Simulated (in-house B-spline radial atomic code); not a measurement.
# Eu⁴¹⁺: excited configurations

How much energy does it take to promote electrons of Eu⁴¹⁺ to other shells? Each configuration is solved by itself and compared with the reference.

The numbers are computed with in-house B-spline radial atomic code version 1 (Dirac-Hartree-Fock, average of configuration, Fermi nucleus, basis-set limit), except any that are marked as measured or tabulated.

### Step 1. Starting point

* element: europium (Z = 63)
* charge: +41
* electrons: 22
* configuration: [Ar] 3d4
* Hamiltonian: Dirac-Coulomb
* nucleus: Fermi, rms radius 5.112 fm

Outer shells as boxes (Hund's rule):

[Ar] 3d4
```
[Ar] core
3d [↑ ][↑ ][↑ ][↑ ][  ]
```

The boxes draw the filling by Hund's rule, which heavy ions in jj coupling don't follow; these runs average over all states of the configuration.

The run's settings:

```ini
Z = 63
electrons = 22.0
configuration = [Ar] 3d4
hamiltonian = dirac
method = hf
spin_polarised = False
nucleus = fermi
rms_radius = 5.1115
mass_number = 153
atomic_mass = 152.921236789
speed_of_light = 137.035999084
```

This reference run was done before. Its total energy is -9527.345182 hartree, and its levels are (the highest eight at most):

| orbital | occupation | energy (eV) | <r> (bohr) |
| --- | --- | --- | --- |
| 2s1/2 | 2 | -10311.0 | 0.09384 |
| 2p1/2 | 2 | -9890.46 | 0.07853 |
| 2p3/2 | 4 | -9232.59 | 0.08506 |
| 3s1/2 | 2 | -3746.77 | 0.2357 |
| 3p1/2 | 2 | -3570.91 | 0.2245 |
| 3p3/2 | 4 | -3416.24 | 0.2350 |
| 3d3/2 | 1.6 | -3171.93 | 0.2046 |
| 3d5/2 | 2.4 | -3137.15 | 0.2079 |

### Step 2. Configuration [Ar] 3d3 4p1

The run's settings:

```ini
Z = 63
electrons = 22.0
configuration = [Ar] 3d3 4p1
hamiltonian = dirac
method = hf
spin_polarised = False
nucleus = fermi
rms_radius = 5.1115
mass_number = 153
atomic_mass = 152.921236789
speed_of_light = 137.035999084
```

### Step 3. Run with [Ne] 3s2 3p5 3d4 5d1

Changes to the settings of step 2:

```diff
@@ -2,3 +2,3 @@
 electrons = 22.0
-configuration = [Ar] 3d3 4p1
+configuration = [Ne] 3s2 3p5 3d4 5d1
 hamiltonian = dirac
```

### Step 4. Configuration [Ne] 3s2 3p5 3d4 6f1

Changes to the settings of step 3:

```diff
@@ -2,3 +2,3 @@
 electrons = 22.0
-configuration = [Ne] 3s2 3p5 3d4 5d1
+configuration = [Ne] 3s2 3p5 3d4 6f1
 hamiltonian = dirac
```

### Step 5. [Ar] 3d3 6g1

Changes to the settings of step 4:

```diff
@@ -2,3 +2,3 @@
 electrons = 22.0
-configuration = [Ne] 3s2 3p5 3d4 6f1
+configuration = [Ar] 3d3 6g1
 hamiltonian = dirac
```

### Step 6. Configuration [Ar] 3d3 6d1

Changes to the settings of step 5:

```diff
@@ -2,3 +2,3 @@
 electrons = 22.0
-configuration = [Ar] 3d3 6g1
+configuration = [Ar] 3d3 6d1
 hamiltonian = dirac
```

Q: How far above the reference does each configuration lie (order and size, in eV)?

As calculated:

| net move | configuration | energy above the reference (eV) | with Breit, QED, recoil (eV) | largest <r> (bohr) |
| --- | --- | --- | --- | --- |
| 3d → 4p | [Ar] 3d3 4p1 | 1360.94 | 1360.75 | 0.465 |
| 3p → 5d | [Ne] 3s2 3p5 3d4 5d1 | 2428.36 | 2424.66 | 0.758 |
| 3d → 6d | [Ar] 3d3 6d1 | 2437.59 | 2436.16 | 1.14 |
| 3d → 6g | [Ar] 3d3 6g1 | 2478.19 | 2476.61 | 1.04 |
| 3p → 6f | [Ne] 3s2 3p5 3d4 6f1 | 2781.63 | 2777.67 | 1.11 |

Quantum defects of the promoted electron, δ = n − ζ/√(−2ε) with ζ = 42 and ε its orbital energy in hartree:

| promotion | δ |
| --- | --- |
| 3d → 4p | 0.336 |
| 3p → 5d | 0.191 |
| 3d → 6d | 0.190 |
| 3d → 6g | 0.017 |
| 3p → 6f | 0.078 |

What this shows: The energies run from 1360.94 eV (3d → 4p) to 2781.63 eV (3p → 6f). Of those tabulated, the defect is largest for 4p (0.34) and least for 6g (0.02); at this charge much of the defect is relativistic. Two partly filled shells share a symmetry and can mix in the average, which may lower the energy, for: 3p → 5d; 3d → 6d. These are averages over configurations, without correlation, not spectroscopic levels.
